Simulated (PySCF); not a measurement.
# C3H9In (InMe3): the cost of one run

Computed with PySCF 2.14.0 and routines of our own; the level stands in each step. Atoms count from 0.

## 1. The system as given

13 atoms, charge 0, multiplicity 1; geometry from: GFN2-xTB.

## 2. Optimising the geometry at PBE0-D3(BJ)/def2-SVP

Job settings and geometry (Å):

```
{"job": {"xc": "PBE0", "basis": "def2-SVP", "d3": "d3bj", "grid": 1, "maxiter": 30, "shake": 0.03, "kind": "geom"}, "charge": 0, "multiplicity": 1}
In     0.053040    -0.078740     0.008320
C      2.217620    -0.017700    -0.019950
H      2.555880    -1.029240    -0.097370
H      2.709720     0.469520     0.886910
H      2.595630     0.543020    -0.899280
C     -1.123360     1.964840    -0.009110
H     -1.652190     2.049240     0.922110
H     -1.759560     2.005590    -0.855990
H     -0.416360     2.796910    -0.023510
C     -1.133990    -1.954310     0.043040
H     -2.226960    -1.782610    -0.004040
H     -0.875090    -2.496610     0.942820
H     -0.913750    -2.522040    -0.871750
```

Command:

```bash
$ OMP_NUM_THREADS=1 python heavy_run.py task.json out
```

One launch serves the whole session: the jobs run in the order shown.

Q: Estimate the wall time and peak memory of this first job on 1 thread of Arm Neoverse V2, shared host.

About 31 s, with a peak of 0.44 GiB.
